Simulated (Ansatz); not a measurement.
Predict the output of the script below (Ansatz 0.2.0, Python API).

`states_clzn.py`
```python
# -*- coding: utf-8 -*-
import ansatz as az
import numpy as np


def main():
    clzn = (
        az.Crystal.molecule()
        .atom("Cl", (-0.8175, 0.2448, -0.4292))
        .atom("Zn", (0.8469, -0.305, 0.4332))
    )
    symbols = [site.symbol for site in clzn.cartesian_sites]

    start = np.array([site.position_ang for site in clzn.cartesian_sites])
    for factor in [1.0, 1.5]:
        xyz = (start - start.mean(axis=0)) * factor
        scaled = az.Crystal.molecule()
        for symbol, place in zip(symbols, xyz):
            scaled = scaled.atom(symbol, place.tolist())
        base = scaled.calculation()
        base = base.basis(gaussian="def2-SVP")
        base = base.functional("hf")
        base = base.spin("collinear", total=1)
        for search in ("off", "standard"):
            try:
                r = base.scf(lower_state_search=search).run(threads=1, pin="off").report
            except az.AnsatzError as error:
                print(f"x{factor} search {search}: {type(error).__name__}")
                continue
            state = r["mean_field"]["state"]
            print(f"all distances x{factor}, search {search:8s} E = {r['free_energy_ev']:.5f} eV  <S^2> = {abs(state['spin_squared']):.3f}  other states met: {len(r['mean_field']['others'])}")


if __name__ == "__main__":
    main()
```

```console
$ python states_clzn.py
all distances x1.0, search off      E = -60869.96325 eV  <S^2> = 0.753  other states met: 0
all distances x1.0, search standard E = -60869.96325 eV  <S^2> = 0.753  other states met: 0
all distances x1.5, search off      E = -60869.12409 eV  <S^2> = 0.814  other states met: 0
all distances x1.5, search standard E = -60869.12409 eV  <S^2> = 0.814  other states met: 3
```

Notes:
- Total energies depend on the basis set; only differences at equal settings carry meaning.
- The count of other states can hold repeated and symmetry-equivalent ends of the search; scaling all distances is a test, and for more than two atoms no physical path.
- The species is open-shell (spin multiplicity 2).
- The expectation value of S² is noticeably off S(S+1) in at least one run, so that state is spin-contaminated.
- The spin state was assumed, and another may lie lower.
- Finished in 2.6 s on 1 thread of Intel(R) Xeon(R) Platinum 8488C (Sapphire Rapids), with other jobs on the host, peak memory 0.18 GiB.

(A comment or docstring line of the script was reworded after the run, the code is as it ran; lines on the test bed's own set-up are left out of the output.)
